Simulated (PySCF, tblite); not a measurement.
**C5H12O2Si2: geometry, infrared bands and NMR shifts**

Wanted: the infrared bands and NMR shifts of C5H12O2Si2 (`C[SiH](C)/C=C/C(=O)O[SiH3]`), by calculation.

Programs: tblite 0.8.0 and PySCF 2.14.0, with density-fitted response routines of our own. Each step states its level of theory. These are calculated values for one molecule in the gas phase, unless marked as measured. Atoms count from 0, in the outputs and in this text.

### 1 The starting structure

21 atoms, charge 0, multiplicity 1; geometry from: force field or distance geometry start.

Bonds of the start (Å): C0–Si1 1.86, Si1–C2 1.85, Si1–C3 1.84, C3–C4 1.33, C4–C5 1.48, C5–O6 1.22, C5–O7 1.36, O7–Si8 1.66, C0–H9 1.10, C0–H10 1.09, C0–H11 1.10, Si1–H12 1.47, C2–H13 1.10, C2–H14 1.09, C2–H15 1.10, C3–H16 1.10, C4–H17 1.09, Si8–H18 1.48, Si8–H19 1.49, Si8–H20 1.47.

### 2 Optimising the geometry with GFN2-xTB

Job settings and geometry (Å):

```
{"job": {"kind": "relax", "xc": "GFN2-xTB", "basis": "xTB"}, "charge": 0, "multiplicity": 1}
C     -2.804800     1.315600     1.204000
Si    -2.018800     0.402600    -0.207800
C     -3.070900    -1.021000    -0.755000
C     -0.340000    -0.190300     0.274800
C      0.808400     0.165600    -0.299600
C      2.101500    -0.378100     0.162300
O      2.234300    -1.163600     1.082900
O      3.086500     0.160700    -0.597600
Si     4.684900    -0.211900    -0.384200
H     -3.798800     1.701700     0.914700
H     -2.202800     2.167400     1.515200
H     -2.958100     0.664600     2.075100
H     -1.848800     1.337000    -1.326500
H     -2.619600    -1.543400    -1.605600
H     -3.232700    -1.732900     0.050400
H     -4.067300    -0.660600    -1.064900
H     -0.334500    -0.894000     1.118300
H      0.843900     0.857200    -1.139100
H      5.474700     0.546600    -1.382200
H      5.138000     0.215800     0.969000
H      4.916000    -1.649400    -0.604800
```

Command:

```
> OMP_NUM_THREADS=1 python probes_run.py task.json out
```

One launch serves the whole session: the jobs run in the order shown.

**Question.** This job is followed by: GFN2-xTB harmonic vibrations, gas phase; GIAO PBE0/pcSseg-1 NMR shielding, non-relativistic, gas phase. Predict these results of the whole session: strongest single infrared mode (GFN2-xTB); zero-point energy (GFN2-xTB); ¹³C shifts against TMS (PBE0/pcSseg-1, means over atoms taken as alike); ¹H shifts against TMS (PBE0/pcSseg-1, means over atoms taken as alike); ²⁹Si shifts against TMS (PBE0/pcSseg-1); ¹⁷O shifts against H2O (PBE0/pcSseg-1); surface potential, 1st and 99th percentile.

The runs gave:

| quantity | value |
| --- | --- |
| strongest single infrared mode (GFN2-xTB) | 796 cm⁻¹, 680 km/mol |
| zero-point energy (GFN2-xTB) | 95.0 kcal/mol |
| ¹³C shifts against TMS (PBE0/pcSseg-1, means over atoms taken as alike) | 171.5, 163.0, 142.4, -2.6 ppm |
| ¹H shifts against TMS (PBE0/pcSseg-1, means over atoms taken as alike) | 8.01, 6.57, 4.84, 4.63, 0.26 ppm |
| ²⁹Si shifts against TMS (PBE0/pcSseg-1) | -18.5, -41.0 ppm |
| ¹⁷O shifts against H2O (PBE0/pcSseg-1) | 424.6, 185.5 ppm |
| surface potential, 1st and 99th percentile | -1.57 V and 1.22 V |

What this shows: The optimisation took 63 steps and gained 0.263 eV; among the close pairs (by a distance rule), Si1–C2 changed most, from 1.853 to 1.903 Å. All 57 modes are real, so the xTB geometry is a minimum. The strongest single mode, at 796 cm⁻¹, moves mainly H18, H20 and H19. GFN2-xTB is a fitted tight-binding method: band positions and strengths are rough. Its intensities can rank the bands wrongly. At PBE0/pcSseg-1: The largest span, 638 ppm, is at O6, where the paramagnetic term is -493 ppm. At PBE0/pcSseg-1, counted by nearest atom on the grid, the HOMO lies on C3, C4 about 28 % each; O6 11 %, the LUMO on C3 28 %; C4, C5 about 17 % each.
